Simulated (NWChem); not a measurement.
# VOF3 (SMILES [O]=[V]([F])([F])[F]): levels of theory compared

Aim: a comparison of 6 runs (HF/STO-3G, HF/3-21G, B2PLYP/def2-SVP, wB97X/def2-SVP, B3LYP/6-31G*, MP3/def2-SVP) of VOF3. 

The calculation is run with NWChem 7.3.0.

3 further runs of the same task are left out: 2 that didn't finish, 1 set aside as unsound or not needed.

### Step 1. The system as given

VOF3: 5 atoms, total charge 0, spin state singlet. SMILES: `[O]=[V]([F])([F])[F]`. The coordinates come from a PBE0-D4/def2-TZVP relaxation.

Bond lengths: O1–V2 1.541 Å, V2–F3 1.712 Å, V2–F4 1.712 Å, V2–F5 1.712 Å. Angles: O1–V2–F3 108.5°, O1–V2–F4 108.5°, O1–V2–F5 108.5°, F3–V2–F4 110.4°, F3–V2–F5 110.4°, F4–V2–F5 110.4°.

### Step 2. Energy and forces at HF/STO-3G (run 1)

File f3ov.xyz:

```xyz
5

O      0.574800    -0.876700     1.160600
V      0.016300    -0.024400     0.004800
F     -1.387400     0.785400     0.556800
F     -0.367300    -1.064100    -1.300000
F      1.213500     1.106100    -0.463600
```

File run.py:

```python
from ase.io import read
from ase.calculators.nwchem import NWChem

molecule = read('f3ov.xyz')

calc = NWChem(
    label='f3ov',
    theory='scf',
    memory='2200 mb',
    basis='STO-3G',
    basispar='spherical bse',
    scf={'nopen': '0', 'rhf': None, 'thresh': '1e-08', 'maxiter': '80'},
)
molecule.calc = calc

forces = molecule.get_forces()
print("Total energy (eV):", round(molecule.get_potential_energy(), 6))
print("forces (eV/A):")
for s, f in zip(molecule.symbols, forces):
    print(f"{s:2s} {f[0]:10.5f} {f[1]:10.5f} {f[2]:10.5f}")
print("dipole (e A):", molecule.get_dipole_moment().round(4))
```

Run with:

```console
export ASE_NWCHEM_COMMAND="nwchem PREFIX.nwi > PREFIX.nwo"
python run.py
```

Standard output:

```text
Total energy (eV): -35412.066059
forces (eV/A):
O    -2.04912    3.12734   -4.24103
V     0.70633   -1.07781    1.46393
F     3.68614   -2.05045   -1.64741
F     0.94853    2.91126    3.33385
F    -3.29189   -2.91033    1.09061
dipole (e A): [-0.0798  0.1218 -0.1652]
```

The calculator wrote f3ov.nwi:

```
title "f3ov"

permanent_dir f3ov

scratch_dir f3ov

start f3ov

geometry units angstrom nocenter noautosym noautoz
  O  5.7479999999999998e-01 -8.7670000000000003e-01 1.1606000000000001e+00
  V  1.6299999999999999e-02 -2.4400000000000002e-02 4.7999999999999996e-03
  F  -1.3874000000000000e+00 7.8539999999999999e-01 5.5679999999999996e-01
  F  -3.6730000000000002e-01 -1.0641000000000000e+00 -1.3000000000000000e+00
  F  1.2135000000000000e+00 1.1061000000000001e+00 -4.6360000000000001e-01
end

memory 2200 mb

basis spherical bse noprint
   * library STO-3G
end

scf
  nopen 0
  rhf
  thresh 1e-08
  maxiter 80
end

task scf gradient
```

f3ov.nwo:

```text
Northwest Computational Chemistry Package (NWChem) 7.3.0
             --------------------------------------------------------

           Job information
           ---------------

    nwchem branch   = 7.3.0
    use scalapack   = T
    input           = f3ov.nwi
    prefix          = f3ov.
    data base       = f3ov/f3ov.db
    status          = startup
    nproc           =        1

           Memory information
           ------------------

[... 5 lines left out ...]
    hardfail = no
[... 126 lines left out ...]
         Quadratically convergent ROHF
[... 16 lines left out ...]
       Final RHF  results
[... 4 lines left out ...]
      Two-electron energy =    835.794799132119
[... 47 lines left out ...]
                       ROHF Final Molecular Orbital Analysis
[... 251 lines left out ...]
                 ----------------------------------------
                 |  Time  |  1-e(secs)   |  2-e(secs)   |
                 ----------------------------------------
                 |  CPU   |       0.00   |       0.55   |
                 ----------------------------------------
                 |  WALL  |       0.00   |       0.55   |
                 ----------------------------------------

 Task  times  cpu:        3.5s     wall:        3.5s
 Total times  cpu:        3.5s     wall:        3.5s
```

It took 4.5 s on 1 thread of Intel Xeon 6975P-C (Granite Rapids), shared host; peak memory 0.096 GiB.

### Step 3. Energy and forces at HF/3-21G (run 2)

File run.py:

```python
from ase import Atoms
from ase.calculators.nwchem import NWChem

molecule = Atoms(['O', 'V', 'F', 'F', 'F'], positions=[
    [0.574800, -0.876700, 1.160600],
    [0.016300, -0.024400, 0.004800],
    [-1.387400, 0.785400, 0.556800],
    [-0.367300, -1.064100, -1.300000],
    [1.213500, 1.106100, -0.463600],
])

calc = NWChem(
    label='run',
    theory='scf',
    memory='2200 mb',
    basis='3-21G',
    basispar='spherical bse',
    scf={'nopen': '0', 'rhf': None, 'thresh': '1e-08', 'maxiter': '80'},
)
molecule.calc = calc

forces = molecule.get_forces()
e = molecule.get_potential_energy()
print(f"E = {e:.6f} eV")
print("forces (eV/A):")
for s, f in zip(molecule.symbols, forces):
    print(f"{s:2s} {f[0]:10.5f} {f[1]:10.5f} {f[2]:10.5f}")
print("dipole (e A):", molecule.get_dipole_moment().round(4))
```

Run with:

```console
export ASE_NWCHEM_COMMAND="nwchem PREFIX.nwi > PREFIX.nwo"
python run.py
```

Standard output:

```text
E = -35633.679814 eV
forces (eV/A):
O    -0.84250    1.28591   -1.74388
V     0.35553   -0.54266    0.73888
F     1.13165   -0.65692   -0.43477
F     0.31172    0.82728    1.05508
F    -0.95640   -0.91362    0.38469
dipole (e A): [-0.0027  0.0041 -0.0057]
```

The calculator wrote run.nwi:

```
title "run"

permanent_dir run

scratch_dir run

start run

geometry units angstrom nocenter noautosym noautoz
  O  5.7479999999999998e-01 -8.7670000000000003e-01 1.1606000000000001e+00
  V  1.6299999999999999e-02 -2.4400000000000002e-02 4.7999999999999996e-03
  F  -1.3874000000000000e+00 7.8539999999999999e-01 5.5679999999999996e-01
  F  -3.6730000000000002e-01 -1.0641000000000000e+00 -1.3000000000000000e+00
  F  1.2135000000000000e+00 1.1061000000000001e+00 -4.6360000000000001e-01
end

memory 2200 mb

basis spherical bse noprint
   * library 3-21G
end

scf
  nopen 0
  rhf
  thresh 1e-08
  maxiter 80
end

task scf gradient
```

run.nwo:

```text
Northwest Computational Chemistry Package (NWChem) 7.3.0
             --------------------------------------------------------

           Job information
           ---------------

    nwchem branch   = 7.3.0
    use scalapack   = T
    input           = run.nwi
    prefix          = run.
    data base       = run/run.db
    status          = startup
    nproc           =        1

           Memory information
           ------------------

[... 5 lines left out ...]
    hardfail = no
[... 126 lines left out ...]
         Quadratically convergent ROHF
[... 14 lines left out ...]
       Final RHF  results
[... 4 lines left out ...]
      Two-electron energy =    833.982859062671
[... 48 lines left out ...]
                       ROHF Final Molecular Orbital Analysis
[... 268 lines left out ...]
                 ----------------------------------------
                 |  Time  |  1-e(secs)   |  2-e(secs)   |
                 ----------------------------------------
                 |  CPU   |       0.00   |       0.69   |
                 ----------------------------------------
                 |  WALL  |       0.00   |       0.69   |
                 ----------------------------------------

 Task  times  cpu:        4.7s     wall:        4.7s
 Total times  cpu:        4.7s     wall:        4.7s
```

It took 5.7 s on 1 thread of Intel Xeon 6975P-C (Granite Rapids), shared host; peak memory 0.096 GiB.

Runs 3 to 5 aren't shown in full; the table further down has their settings and results.

### Step 4. The energy at MP3/def2-SVP (run 6)

File test.nw:

```
start test
title "F3OV"
memory stack 330 mb heap 110 mb global 1760 mb

geometry units angstroms noautosym nocenter noautoz
  O      0.574800    -0.876700     1.160600
  V      0.016300    -0.024400     0.004800
  F     -1.387400     0.785400     0.556800
  F     -0.367300    -1.064100    -1.300000
  F      1.213500     1.106100    -0.463600
end

basis "ao basis" spherical bse
  * library def2-SVP
end

scf
  thresh 1e-08
  maxiter 80
end

tce
  scf
  mbpt3
  freeze core 9
  maxiter 60
end

task tce
```

Run with:

```console
nwchem test.nw > test.out
```

Standard output:

```text
[...]
  functions       =    87
[...]
  wavefunction    = RHF
[...]
         Total SCF energy =  -1315.651228809297
      One-electron energy =  -2494.898681847621
      Two-electron energy =    835.101044081984
 Nuclear repulsion energy =    344.146408956340
        Time for solution =     17.5s
[...]
         Wavefunction type : Restricted Hartree-Fock
          No. of electrons :    58
[...]
         Spin multiplicity : singlet
[...]
```

It took 35 s on 1 thread of Intel Xeon 6975P-C (Granite Rapids), shared host; peak memory 1.3 GiB.

### Step 5. The series

| run | level | task | iteration cap | energy (Eh) | dipole moment (D) | HOMO energy (eV) | LUMO energy (eV) | wall time |
| --- | --- | --- | --- | --- | --- | --- | --- | --- |
| 1 | HF/STO-3G | gradient | 80 | -1301.369435 | 1.06 | -10.62 | 6.49 | 4.5 s |
| 2 | HF/3-21G | gradient | 80 | -1309.513590 | 0.04 | -15.84 | -0.16 | 5.7 s |
| 3 | B2PLYP/def2-SVP | energy | 100 | -1318.066367 | – | – | – | 24 s |
| 4 | wB97X/def2-SVP | gradient | 100 | -1318.427642 | 0.21 | -13.91 | -1.86 | 75 s |
| 5 | B3LYP/6-31G* (Cartesian functions) | gradient | 100 | -1318.902962 | 0.50 | -10.68 | -3.83 | 29 s |
| 6 | MP3/def2-SVP | energy | 80 | -1316.733085 | – | -16.39 | -0.50 | 35 s |

### Step 6. Results

| quantity | value |
| --- | --- |
| run 6: total energy | -1316.73309 Eh |
| run 6: HOMO energy (Hartree–Fock orbitals) | -16.39 eV |
| run 6: LUMO energy (Hartree–Fock orbitals) | -0.50 eV |
| run 6: HOMO–LUMO gap (Hartree–Fock orbitals) | 15.89 eV |
| run 6: correlation energy (9 core orbitals frozen) | -1081.9 mEh |

Over runs 1, 2, 4, 5 the dipole moment (its size) runs from 0.04 D (HF/3-21G) to 1.06 D (HF/STO-3G). Over runs 1, 2, 4, 5 the HOMO–LUMO gap runs from 6.85 eV (B3LYP/6-31G*) to 17.10 eV (HF/STO-3G). The two ends differ in method and basis. Totals of different functionals can't be ranked against each other. In run 1 the basis is minimal, so the values are rough. All runs together took 2.9 min, the longest 75 s.
